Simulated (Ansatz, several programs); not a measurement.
Stannite Li2MgGeS4, relaxed with PBE in Ansatz (plane waves, PAW): it is tetragonal, I-42m (No. 121); a = 5.487 Å, c = 11.187 Å in the conventional setting, 21.05 Å³ an atom. Around Li lie 4 S at 2.42 Å; around Mg lie 4 S at 2.49 Å; around Ge lie 4 S at 2.25 Å; around S lie 1 Ge at 2.25 Å and 2 Li at 2.42 Å and 1 Mg at 2.49 Å. The cell was then scaled with its shape and fractional coordinates held, which makes it stiffer than a relaxed compression. Spin-unpolarised throughout. Whether this structure exists isn't addressed.

```tsv
V (Å³/atom)	E (meV/atom)
19.788	14.22
21.051	0.00
21.682	3.03
22.314	11.51
```

Problem. Pass a cubic E = c₀ + c₁u + c₂u² + c₃u³, with u = V − 21.209 Å³, through these points.

Solution. c₀ = 0.19, c₁ = +2.474, c₂ = 7.754, c₃ = -0.6564 (meV and Å³).

Problem. Where is the minimum, and what bulk modulus follows?

Solution. dE/du = 0 at u = -0.156, so V₀ = 21.05 Å³. B = V₀ d²E/dV² = 21.05 × (2c₂ + 6c₃u) = 21.05 × 16.124 = 339 meV/Å³, and 1 meV/Å³ is 0.16022 GPa: 54 GPa. A third-order Birch-Murnaghan fit to all five points gives 21.05 Å³ and 54 GPa.

Problem. Predict the energy and the pressure at the withheld volume, 20.419 Å³.

Solution. With u = -0.790: E ≈ 3.40 meV and P = −dE/dV ≈ +1.76 GPa. The run gives 3.36 meV and, from its stress, +1.75 GPa.
